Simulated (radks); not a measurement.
**Lu⁵⁸⁺ in [Ne] 3s2 3p1: an all-electron calculation**

What are the levels of the lutetium ion Lu58+, how large are its shells, and how does its energy divide?

The numbers are computed with radks (a radial shooting solver on a logarithmic mesh, Libxc functionals) version 1 (scalar-relativistic Kohn-Sham, BLYP, spin-polarised, spherical densities, point nucleus; open shells are filled with parallel spins first), except any that are marked as measured or tabulated.

### 1 Starting point

| Item | Value |
| --- | --- |
| element | lutetium (Z = 71) |
| charge | +58 |
| electrons | 13 |
| configuration | [Ne] 3s2 3p1 |

Outer shells as boxes (Hund's rule):

Lu⁵⁸⁺
```
[Ne] core
3s [↑↓]
3p [↑ ][  ][  ]
```

### 2 The run

Input:

```text
Z 71
configuration [Ne] 3s2 3p1 4s0 3d0 4p0 4f0
relativity scalar-relativistic
functional b88,lyp
spin polarised
nucleus point
c 137.035999084
```

Started as:

```
$ python run_ks.py task.json out
```

The same process makes all the runs of this session.

**Question.** What will this run give?

As calculated:

| quantity | value |
| --- | --- |
| total energy | -10780.3162 hartree |
| exchange-correlation share of it | 1.33 % |
| −T/E | 1.1193 |
| highest occupied level | 3p up, -5811.4 eV |
| most extended occupied level | 3s down, <r> = 0.194 bohr |
| radius at density 0.001 e/bohr³ | 0.560 bohr |
| maxima of the radial density | 2 |
| ionisation energy, NIST | 6070 (theory) eV |

**Reading.** The radial density shows 2 maxima for 3 occupied principal shells; where shells overlap, one shows as a shoulder or not at all. Relativity lifts −T/E to 1.119. Minus the highest eigenvalue, 5811.4 eV, is 96 % of the tabulated ionisation energy (6070 eV). Open shells are spherical and high-spin; term and fine-structure splittings are not resolved. Spin-orbit splitting is averaged out at the scalar-relativistic level.
